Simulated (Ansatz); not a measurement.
Cu, space group I4/mmm, cell relaxations under several functionals

Program: Ansatz 0.2.0, Python API.

Notebook, run cell by cell (the value of a cell's last expression is shown):

```python
import ansatz as az
import numpy as np
```

```python
def edges_and_angles(cell):
    cell = np.asarray(cell)
    a, b, c = np.linalg.norm(cell, axis=1)
    cosines = cell[1] @ cell[2] / (b * c), cell[0] @ cell[2] / (a * c), cell[0] @ cell[1] / (a * b)
    return (a, b, c, *np.degrees(np.arccos(cosines)))
```

```python
lattice = az.Lattice.of(
    (-1.442793, 1.442793, 1.376081),
    (1.442793, -1.442793, 1.376081),
    (1.442793, 1.442793, -1.376081),
)
sites = [
    ('Cu', (0.0, 0.0, 0.0)),
]
crystal = az.Crystal(lattice=lattice)
for symbol, position in sites:
    crystal = crystal.atom(symbol, position)
```

```python
crystal.resolved().tree()['lattice']
```

    ((-1.442793, 1.442793, 1.376081), (1.442793, -1.442793, 1.376081), (1.442793, 1.442793, -1.376081))

```python
setup = (
    crystal.calculation()
    .occupations('Fermi-Dirac', width=0.1)
    .kpoints(spacing=0.22)
    .relax(cell=True)
)
```

```python
levels = [('r2scan', 'none'), ('r2scan', 'd4'), ('pbesol', 'none'), ('lda', 'none')]
print('level            a       b       c    alpha   beta  gamma  V/atom  steps')
for name, dispersion in levels:
    seen = []
    run = setup.functional(name, dispersion=dispersion).session().plan()
    outcome = run.execute(on_event=lambda e: seen.append(e) if e['event'] == 'relax_step' else None)
    cell = outcome.lattice.cell_ang
    label = name if dispersion == 'none' else f'{name}+{dispersion}'
    print('{:13s} {:7.4f} {:7.4f} {:7.4f} {:6.2f} {:6.2f} {:6.2f}'.format(label, *edges_and_angles(cell)), f'{abs(np.linalg.det(cell)) / len(outcome.lattice.sites):7.3f} {len(seen):5d}')
```

    level            a       b       c    alpha   beta  gamma  V/atom  steps
    DeckWarning: basis.ecutwfc = 500 eV, auto-derived from the records' recommended cutoffs: set by Cu (their level for a meta-GGA)
    r2scan         2.4628  2.4628  2.4628 108.22 108.22 112.00  11.482     4
    r2scan+d4      2.4511  2.4511  2.4511 108.32 108.32 111.80  11.323     6
    DeckWarning: basis.ecutwfc = 420 eV, auto-derived from the records' recommended cutoffs: set by Cu (normal level)
    pbesol         2.4546  2.4546  2.4546 108.08 108.08 112.30  11.363     6
    lda            2.4231  2.4231  2.4231 108.13 108.13 112.18  10.934     6

From smallest to largest: LDA (10.93 Å³ an atom, -4.6 % against the start), r2SCAN+D4 (11.32 Å³ an atom, -1.2 % against the start), PBEsol (11.36 Å³ an atom, -0.8 % against the start) and r2SCAN (11.48 Å³ an atom, +0.2 % against the start). The spread is 5.0 % in volume.

Caveats:
- The run is spin-unpolarised.
- Dispersion corrections can be off by several per cent in the lattices of metals, and by several GPa in the pressure at a fixed cell.
- For a metal this k-point mesh is coarse: on a finer one energies can move by several to tens of meV an atom and pressures by half a GPa or more, differences at one mesh by less.
- Edges and angles are those of the cell as typed, here a primitive one, not of the conventional cell.
- This isn't the structure that Cu takes at ambient conditions.
- Warnings are shown shortened and without file and line.
- Run time: 65 s on 1 thread of Arm Neoverse V2 (shared host), peak memory 0.46 GiB.
